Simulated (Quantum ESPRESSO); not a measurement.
# InAs (F-43m) in Quantum ESPRESSO: a series of runs

One crystal, InAs, is run at these levels: PW86PBE+D4, AM05+D4; tasks: equation of state.

Everything below comes from runs of Quantum ESPRESSO 7.5. Logs are shortened: lines on timing, memory, paths and dates and some standing lists are left out, and cuts for length are marked.

**1. Starting point**

It takes space group F-43m (No. 216, cubic). Conventional cell: a = 6.036 Å, b = 6.036 Å, c = 6.036 Å, α = 90.00°, β = 90.00°, γ = 90.00°. In (site symmetry -43m) has 4 As at 2.61 Å as nearest neighbours. As (site symmetry -43m) has 4 In at 2.61 Å as nearest neighbours.

**2. Equation of state, PW86PBE+D4**

run.py reads:

```python
import numpy as np
from ase.calculators.espresso import Espresso, EspressoProfile
from ase.io import read

atoms = read('POSCAR')

input_data = {
    'control': {'calculation': 'scf', 'prefix': 'pwscf', 'outdir': './tmp', 'tprnfor': True, 'tstress': True, 'disk_io': 'nowf'},
    'system': {'ecutwfc': 84.0, 'nbnd': 21, 'input_dft': 'pw86pbe', 'occupations': 'smearing', 'smearing': 'fd', 'degauss': 0.00367493},
    'electrons': {'conv_thr': 4e-10, 'electron_maxstep': 120, 'mixing_beta': 0.5},
}
pseudopotentials = {'In': 'In.upf', 'As': 'As.upf'}
profile = EspressoProfile(command='pw.x', pseudo_dir='pseudo')
dft = Espresso(profile=profile, input_data=input_data, pseudopotentials=pseudopotentials, kpts=(8, 8, 8), koffset=(0, 0, 0))
from ase.calculators.mixing import SumCalculator
from dftd4.ase import DFTD4
d4 = DFTD4(method='pw86pbe')
atoms.calc = SumCalculator([dft, d4])

from ase.eos import EquationOfState
from ase.units import GPa
cell, v, e = atoms.cell.copy(), [], []
for x in [0.94, 0.96, 0.98, 1.0, 1.02, 1.04, 1.06]:
    atoms.set_cell(cell * x ** (1 / 3), scale_atoms=True)
    v.append(atoms.get_volume() / len(atoms))
    e.append(atoms.get_potential_energy() / len(atoms))
    print(f'V {v[-1]:.6f} A^3/atom  E {e[-1]:.8f} eV/atom')
v0, e0, b0 = EquationOfState(v, e, eos='birchmurnaghan').fit()
print(f'V0 {v0:.5f} A^3/atom  E0 {e0:.6f} eV/atom  B0 {b0 / GPa:.2f} GPa')
```

POSCAR reads:

```
InAs
1.0
    0.0000000000      3.0180000000      3.0180000000
    3.0180000000      0.0000000000      3.0180000000
    3.0180000000      3.0180000000      0.0000000000
In As
1 1
Direct
    0.0000000000      0.0000000000      0.0000000000
    0.7500000000      0.7500000000      0.7500000000
```

Potentials or basis: PseudoDojo 0.4.1 SR PBE standard.

Run with:

```
$ OMP_NUM_THREADS=1 python run.py
```

Log:

```text
<dir> UserWarning: The minimum volume of your fit is not in your volumes.  You may not have a minimum in your dataset!
  warnings.warn(
V 25.839587 A^3/atom  E -2349.35756878 eV/atom
V 26.389365 A^3/atom  E -2349.38481159 eV/atom
V 26.939143 A^3/atom  E -2349.40627622 eV/atom
V 27.488922 A^3/atom  E -2349.42251514 eV/atom
V 28.038700 A^3/atom  E -2349.43405861 eV/atom
V 28.588479 A^3/atom  E -2349.44140863 eV/atom
V 29.138257 A^3/atom  E -2349.44499344 eV/atom
V0 29.44114 A^3/atom  E0 -2349.445485 eV/atom  B0 49.96 GPa
```

espresso.pwi:

```text
&CONTROL
   calculation      = 'scf'
   tstress          = .true.
   tprnfor          = .true.
   outdir           = './tmp'
   prefix           = 'pwscf'
   disk_io          = 'nowf'
   pseudo_dir       = 'pseudo'
/
&SYSTEM
   nbnd             = 21
   ecutwfc          = 84.0
   occupations      = 'smearing'
   degauss          = 0.00367493
   smearing         = 'fd'
   input_dft        = 'pw86pbe'
   ntyp             = 2
   nat              = 2
   ibrav            = 0
/
&ELECTRONS
   electron_maxstep = 120
   conv_thr         = 4e-10
   mixing_beta      = 0.5
/
&IONS
/
&CELL
/
&FCP
/
&RISM
/
ATOMIC_SPECIES
In 114.818 In.upf
As 74.921595 As.upf

K_POINTS automatic
8 8 8  0 0 0

CELL_PARAMETERS angstrom
0.00000000000000 3.07719149807025 3.07719149807025
3.07719149807025 0.00000000000000 3.07719149807025
3.07719149807025 3.07719149807025 0.00000000000000

ATOMIC_POSITIONS angstrom
In 0.0000000000 0.0000000000 0.0000000000  
As 4.6157872471 4.6157872471 4.6157872471
```

espresso.pwo:

```text
This program is part of the open-source Quantum ESPRESSO suite
     for quantum simulation of materials; please cite
         "P. Giannozzi et al., J. Phys.:Condens. Matter 21 395502 (2009);
         "P. Giannozzi et al., J. Phys.:Condens. Matter 29 465901 (2017);
         "P. Giannozzi et al., J. Chem. Phys. 152 154105 (2020);
     in publications or presentations arising from this work. More details at

Warning: card &CELL ignored
Warning: card &FCP ignored
Warning: card &RISM ignored

     IMPORTANT: XC functional enforced from input :
     Exchange-correlation= PW86PBE
                           (   1   4  21   4   0   0   0)
     Any further DFT definition will be discarded
     Please, verify this is what you really want

     Message from routine setup:
     using ibrav=0 with symmetry is DISCOURAGED, use correct ibrav instead

     G-vector sticks info
     --------------------
     sticks:   dense  smooth     PW     G-vecs:    dense   smooth      PW
     Sum        1555    1555    451                40821    40821    6375

     Using Slab Decomposition

     bravais-lattice index     =            0
     lattice parameter (alat)  =       8.2237  a.u.
     unit-cell volume          =     393.2694 (a.u.)^3
     number of atoms/cell      =            2
     number of atomic types    =            2
     number of electrons       =        28.00
     number of Kohn-Sham states=           21
     kinetic-energy cutoff     =      84.0000  Ry
     charge density cutoff     =     336.0000  Ry
     scf convergence threshold =      4.0E-10
     mixing beta               =       0.5000
     number of iterations used =            8  plain     mixing
     Exchange-correlation= PW86PBE
                           (   1   4  21   4   0   0   0)

     celldm(1)=   8.223721  celldm(2)=   0.000000  celldm(3)=   0.000000
     celldm(4)=   0.000000  celldm(5)=   0.000000  celldm(6)=   0.000000

     crystal axes: (cart. coord. in units of alat)
               a(1) = (   0.000000   0.707107   0.707107 )
               a(2) = (   0.707107   0.000000   0.707107 )
               a(3) = (   0.707107   0.707107   0.000000 )

     reciprocal axes: (cart. coord. in units 2 pi/alat)
               b(1) = ( -0.707107  0.707107  0.707107 )
               b(2) = (  0.707107 -0.707107  0.707107 )
               b(3) = (  0.707107  0.707107 -0.707107 )

     PseudoPot. # 1 for In read from file:
     In.upf
     Pseudo is Norm-conserving + core correction, Zval = 13.0
     Generated using ONCVPSP code by D. R. Hamann
     Using radial grid of 1964 points,  6 beta functions with:
                l(1) =   0
                l(2) =   0
                l(3) =   1
                l(4) =   1
                l(5) =   2
                l(6) =   2

     PseudoPot. # 2 for As read from file:
     As.upf
     Pseudo is Norm-conserving + core correction, Zval = 15.0
     Generated using ONCVPSP code by D. R. Hamann
     Using radial grid of 1358 points,  6 beta functions with:
                l(1) =   0
                l(2) =   0
                l(3) =   1
                l(4) =   1
                l(5) =   2
                l(6) =   2

     atomic species   valence    mass     pseudopotential
     In               13.00   114.81800     In( 1.00)
     As               15.00    74.92159     As( 1.00)

     24 Sym. Ops. (no inversion) found

   Cartesian axes

     site n.     atom                  positions (alat units)
         1        In     tau(   1) = (   0.0000000   0.0000000   0.0000000  )
         2        As     tau(   2) = (   1.0606602   1.0606602   1.0606602  )

     number of k points=    29  Fermi-Dirac smearing, width (Ry)=  0.0037
                       cart. coord. in units 2pi/alat
        k(    1) = (   0.0000000   0.0000000   0.0000000), wk =   0.0039062
        k(    2) = (   0.0883883   0.0883883  -0.0883883), wk =   0.0312500
        k(    3) = (   0.1767767   0.1767767  -0.1767767), wk =   0.0312500
        k(    4) = (   0.2651650   0.2651650  -0.2651650), wk =   0.0312500
        k(    5) = (  -0.3535534  -0.3535534   0.3535534), wk =   0.0156250
        k(    6) = (   0.1767767   0.0000000   0.0000000), wk =   0.0234375
[... 21 lines left out ...]
        k(   28) = (  -0.7071068   0.1767767  -0.0000000), wk =   0.0468750
        k(   29) = (  -0.7071068   0.3535534   0.0000000), wk =   0.0234375

     Dense  grid:    40821 G-vectors     FFT dimensions: (  48,  48,  48)

     Initial potential from superposition of free atoms

     starting charge      27.9959, renormalised to      28.0000
     Starting wfcs are   18 randomized atomic wfcs +    3 random wfcs

     Self-consistent Calculation

     iteration #  1     ecut=    84.00 Ry     beta= 0.50
     Davidson diagonalization with overlap
     ethr =  1.00E-02,  avg # of iterations =  6.1

     Threshold (ethr) on eigenvalues was too large:
     Diagonalizing with lowered threshold

     Davidson diagonalization with overlap
     ethr =  2.73E-04,  avg # of iterations =  2.4

     total energy              =    -345.29200658 Ry
     estimated scf accuracy    <       0.07495446 Ry
[... 50 lines left out ...]
     iteration #  9     ecut=    84.00 Ry     beta= 0.50
     Davidson diagonalization with overlap
     ethr =  2.21E-12,  avg # of iterations =  2.4

     End of self-consistent calculation

          k = 0.0000 0.0000 0.0000 (  5029 PWs)   bands (ev):

   -27.5104 -27.5104 -27.5104 -27.5051 -27.5051  -6.9115  -6.9115  -6.9115
    -6.8130  -6.8130  -4.0770   6.9206   7.4911   7.4911   7.4911  11.3895
    11.3895  11.3895  14.7972  17.1542  17.1542

          k = 0.0884 0.0884-0.0884 (  5077 PWs)   bands (ev):
[... 19 lines left out ...]
   -27.5104 -27.5102 -27.5102 -27.5050 -27.5050  -7.0071  -6.8862  -6.8862
    -6.8060  -6.8060  -2.7875   1.9815   6.5856   6.5856   8.2895  12.1563
    12.1563  14.2585  16.2380  18.1559  18.1559

          k = 0.1768 0.0000 0.0000 (  5077 PWs)   bands (ev):

   -27.5104 -27.5103 -27.5103 -27.5051 -27.5050  -6.9365  -6.9021  -6.9021
    -6.8165  -6.8103  -3.8848   5.4194   7.0128   7.0128   8.9728  10.7315
    12.0921  12.0921  15.1586  15.9898  17.3300

          k = 0.2652 0.0884-0.0884 (  5106 PWs)   bands (ev):
[... 25 lines left out ...]
   -27.5104 -27.5103 -27.5102 -27.5050 -27.5050  -6.9817  -6.8906  -6.8878
    -6.8150  -6.8086  -3.2673   3.2875   5.8693   6.9249   9.3202  12.0137
    12.1920  12.7895  15.4775  16.4217  17.5698

          k = 0.0000-0.1768 0.1768 (  5084 PWs)   bands (ev):

   -27.5104 -27.5103 -27.5103 -27.5050 -27.5050  -6.9493  -6.9015  -6.8967
    -6.8155  -6.8106  -3.7045   4.5795   6.4902   7.2682   9.0723  11.3965
    11.7680  12.4606  15.4550  16.1171  16.6517

          k = 0.3536 0.0000 0.0000 (  5073 PWs)   bands (ev):

   -27.5105 -27.5102 -27.5102 -27.5051 -27.5049  -6.9908  -6.8792  -6.8792
    -6.8265  -6.8039  -3.3592   3.7973   6.1889   6.1889   9.7823  10.0866
    13.5836  13.5836  14.1584  17.8437  18.1976

          k = 0.4419 0.0884-0.0884 (  5107 PWs)   bands (ev):
[... 13 lines left out ...]
   -27.5104 -27.5102 -27.5101 -27.5050 -27.5049  -7.0227  -6.8759  -6.8677
    -6.8168  -6.8084  -2.5255   2.1371   4.6350   6.1208   9.8348  12.1809
    13.5041  13.8752  15.4433  16.6735  18.7841

          k = 0.0000-0.3536 0.3536 (  5110 PWs)   bands (ev):

   -27.5103 -27.5103 -27.5102 -27.5050 -27.5050  -7.0055  -6.8810  -6.8779
    -6.8143  -6.8105  -2.8526   2.6548   4.8873   6.5366   9.9239  12.4174
    12.6658  12.8757  15.5829  16.9831  18.8463

          k = 0.5303-0.0000 0.0000 (  5109 PWs)   bands (ev):

   -27.5107 -27.5100 -27.5100 -27.5051 -27.5048  -7.0390  -6.8556  -6.8556
    -6.8377  -6.7975  -2.6813   2.4570   5.5761   5.5761   9.2602   9.8332
    15.2000  15.2706  15.2706  18.6057  19.7334

          k =-0.0884-0.6187 0.6187 (  5123 PWs)   bands (ev):

   -27.5106 -27.5100 -27.5100 -27.5051 -27.5047  -7.0480  -6.8548  -6.8507
    -6.8365  -6.7975  -2.3989   2.0325   5.0515   5.4999   9.4072  10.1826
    14.8540  15.4653  16.4365  18.8050  19.1081

          k = 0.0000-0.5303 0.5303 (  5108 PWs)   bands (ev):

   -27.5105 -27.5101 -27.5100 -27.5051 -27.5048  -7.0398  -6.8645  -6.8549
    -6.8282  -6.8029  -2.3296   1.9861   4.4833   5.7033   9.6062  11.6289
    14.5552  14.7138  15.0365  17.4117  19.9453

          k =-0.7071 0.0000 0.0000 (  5104 PWs)   bands (ev):

   -27.5107 -27.5100 -27.5100 -27.5052 -27.5047  -7.0576  -6.8457  -6.8457
    -6.8426  -6.7949  -2.3107   1.8624   5.3570   5.3570   9.1254   9.5293
    16.3013  16.3478  16.3478  19.1182  19.2574

          k = 0.3536 0.1768 0.0000 (  5104 PWs)   bands (ev):

   -27.5105 -27.5102 -27.5102 -27.5051 -27.5049  -6.9917  -6.8841  -6.8804
    -6.8219  -6.8052  -3.2170   3.3674   5.6587   6.4849  10.0591  10.7572
    12.6260  13.3483  15.1590  17.5127  18.0460

          k =-0.2652-0.4419 0.6187 (  5125 PWs)   bands (ev):
[... 19 lines left out ...]
   -27.5105 -27.5102 -27.5100 -27.5050 -27.5048  -7.0355  -6.8701  -6.8552
    -6.8255  -6.8042  -2.3676   2.0474   4.6372   5.4231  10.3748  11.6193
    12.9652  14.6269  15.8195  18.3414  19.0931

          k = 0.0000-0.3536 0.5303 (  5124 PWs)   bands (ev):

   -27.5103 -27.5103 -27.5101 -27.5050 -27.5049  -7.0277  -6.8754  -6.8599
    -6.8206  -6.8076  -2.4516   2.1549   4.5287   5.6967  10.5512  12.1100
    12.4433  14.7223  15.1902  17.1537  19.8804

          k =-0.7071 0.1768-0.0000 (  5110 PWs)   bands (ev):

   -27.5106 -27.5101 -27.5100 -27.5051 -27.5048  -7.0482  -6.8578  -6.8501
    -6.8332  -6.7993  -2.2917   1.9225   5.0462   5.0873  10.0017  10.3122
    14.5942  14.9386  16.7644  18.8982  19.2720

          k =-0.7071 0.3536 0.0000 (  5124 PWs)   bands (ev):

   -27.5103 -27.5103 -27.5100 -27.5050 -27.5048  -7.0376  -6.8714  -6.8517
    -6.8243  -6.8061  -2.2725   1.9888   4.7726   4.8647  11.4438  11.7717
    12.3323  13.5662  16.8733  18.9271  19.0507

     the Fermi energy is     7.5435 ev

!    total energy              =    -345.30847472 Ry
     estimated scf accuracy    <          7.1E-11 Ry
     smearing contrib. (-TS)   =      -0.00004294 Ry
     internal energy E=F+TS    =    -345.30843178 Ry

     The total energy is F=E-TS. E is the sum of the following terms:
     one-electron contribution =    -182.21199780 Ry
     hartree contribution      =     106.99147544 Ry
     xc contribution           =     -87.87185022 Ry
     ewald contribution        =    -182.21605919 Ry

     convergence has been achieved in   9 iterations

     Forces acting on atoms (cartesian axes, Ry/au):

     atom    1 type  1   force =    -0.00000000   -0.00000000   -0.00000000
     atom    2 type  2   force =     0.00000000    0.00000000    0.00000000

     Total force =     0.000000     Total SCF correction =     0.000000

     Computing stress (Cartesian axis) and pressure

          total   stress  (Ry/bohr**3)                   (kbar)     P=       27.08
   0.00018410  -0.00000000  -0.00000000           27.08       -0.00       -0.00
  -0.00000000   0.00018410   0.00000000           -0.00       27.08        0.00
  -0.00000000   0.00000000   0.00018410           -0.00        0.00       27.08

=------------------------------------------------------------------------------=
   JOB DONE.
=------------------------------------------------------------------------------=
```

Run time: 4.3 min. Hardware: 1 thread of Arm Neoverse V2, shared host; peak memory 0.11 GiB.

What came out:

```yaml
Equilibrium_volume: "29.44 Å³/atom (rough: see the caveat)"
Bulk_modulus: 50 GPa (rough)
```

Energy against volume, from the lowest point:
```
volume (Å³/atom)  energy (meV/atom)
          25.840              87.42
          26.389              60.18
          26.939              38.72
          27.489              22.48
          28.039              10.93
          28.588               3.58
          29.138               0.00
```

Caveat: the potentials were made for another functional, which shifts forces and pressure; the minimum lies outside the volumes run.

**3. Equation of state, AM05+D4**

Edit run.py of step 2 so:

```diff
@@ -8,3 +8,3 @@
     'control': {'calculation': 'scf', 'prefix': 'pwscf', 'outdir': './tmp', 'tprnfor': True, 'tstress': True, 'disk_io': 'nowf'},
-    'system': {'ecutwfc': 84.0, 'nbnd': 21, 'input_dft': 'pw86pbe', 'occupations': 'smearing', 'smearing': 'fd', 'degauss': 0.00367493},
+    'system': {'ecutwfc': 84.0, 'nbnd': 21, 'input_dft': 'XC-000I-000I-120L-135L-000I-000I', 'occupations': 'smearing', 'smearing': 'fd', 'degauss': 0.00367493},
     'electrons': {'conv_thr': 4e-10, 'electron_maxstep': 120, 'mixing_beta': 0.5},
@@ -16,3 +16,3 @@
 from dftd4.ase import DFTD4
-d4 = DFTD4(method='pw86pbe')
+d4 = DFTD4(method='am05')
 atoms.calc = SumCalculator([dft, d4])
```

POSCAR is that of step 2.

Potentials or basis: PseudoDojo 0.4.1 SR PBE standard.

Run with:

```
$ OMP_NUM_THREADS=1 python run.py
```

Log:

```text
V 25.839587 A^3/atom  E -2339.31901227 eV/atom
V 26.389365 A^3/atom  E -2339.33357923 eV/atom
V 26.939143 A^3/atom  E -2339.34299982 eV/atom
V 27.488922 A^3/atom  E -2339.34778123 eV/atom
V 28.038700 A^3/atom  E -2339.34840758 eV/atom
V 28.588479 A^3/atom  E -2339.34534269 eV/atom
V 29.138257 A^3/atom  E -2339.33898125 eV/atom
V0 27.85194 A^3/atom  E0 -2339.348630 eV/atom  B0 56.68 GPa
```

espresso.pwi:

```text
&CONTROL
   calculation      = 'scf'
   tstress          = .true.
   tprnfor          = .true.
   outdir           = './tmp'
   prefix           = 'pwscf'
   disk_io          = 'nowf'
   pseudo_dir       = 'pseudo'
/
&SYSTEM
   nbnd             = 21
   ecutwfc          = 84.0
   occupations      = 'smearing'
   degauss          = 0.00367493
   smearing         = 'fd'
   input_dft        = 'XC-000I-000I-120L-135L-000I-000I'
   ntyp             = 2
   nat              = 2
   ibrav            = 0
/
&ELECTRONS
   electron_maxstep = 120
   conv_thr         = 4e-10
   mixing_beta      = 0.5
/
&IONS
/
&CELL
/
&FCP
/
&RISM
/
ATOMIC_SPECIES
In 114.818 In.upf
As 74.921595 As.upf

K_POINTS automatic
8 8 8  0 0 0

CELL_PARAMETERS angstrom
0.00000000000000 3.07719149807025 3.07719149807025
3.07719149807025 0.00000000000000 3.07719149807025
3.07719149807025 3.07719149807025 0.00000000000000

ATOMIC_POSITIONS angstrom
In 0.0000000000 0.0000000000 0.0000000000  
As 4.6157872471 4.6157872471 4.6157872471
```

espresso.pwo:

```text
This program is part of the open-source Quantum ESPRESSO suite
     for quantum simulation of materials; please cite
         "P. Giannozzi et al., J. Phys.:Condens. Matter 21 395502 (2009);
         "P. Giannozzi et al., J. Phys.:Condens. Matter 29 465901 (2017);
         "P. Giannozzi et al., J. Chem. Phys. 152 154105 (2020);
     in publications or presentations arising from this work. More details at

Warning: card &CELL ignored
Warning: card &FCP ignored
Warning: card &RISM ignored

     IMPORTANT: XC functional enforced from input :
     Exchange-correlation= XC-000I-000I-120L-135L-000I-000I
                           (   0   0 120 135   0   0   0)
     Any further DFT definition will be discarded
     Please, verify this is what you really want

[... 371 lines left out ...]
     smearing contrib. (-TS)   =      -0.00004240 Ry
     internal energy E=F+TS    =    -343.84814164 Ry

     The total energy is F=E-TS. E is the sum of the following terms:
     one-electron contribution =    -181.82640960 Ry
     hartree contribution      =     106.48207886 Ry
     xc contribution           =     -86.28775171 Ry
     ewald contribution        =    -182.21605919 Ry

     convergence has been achieved in   9 iterations

     Forces acting on atoms (cartesian axes, Ry/au):

     atom    1 type  1   force =     0.00000000   -0.00000000   -0.00000000
     atom    2 type  2   force =    -0.00000000    0.00000000    0.00000000

     Total force =     0.000000     Total SCF correction =     0.000000

     Computing stress (Cartesian axis) and pressure

          total   stress  (Ry/bohr**3)                   (kbar)     P=      -13.09
  -0.00008900  -0.00000000  -0.00000000          -13.09       -0.00       -0.00
  -0.00000000  -0.00008900   0.00000000           -0.00      -13.09        0.00
  -0.00000000   0.00000000  -0.00008900           -0.00        0.00      -13.09

=------------------------------------------------------------------------------=
   JOB DONE.
=------------------------------------------------------------------------------=
```

It took 4.5 min on 1 thread of Arm Neoverse V2, shared host; peak memory 0.11 GiB.

Results:

- Equilibrium volume: 27.85 Å³/atom
- Bulk modulus: 57 GPa
- Pressure derivative of the bulk modulus: 4.6

Energy against volume, from the lowest point:
```tsv
volume (Å³/atom)	energy (meV/atom)
25.840	29.40
26.389	14.83
26.939	5.41
27.489	0.63
28.039	0.00
28.588	3.06
29.138	9.43
```

Caveat: the potentials were made for another functional, which shifts forces and pressure.
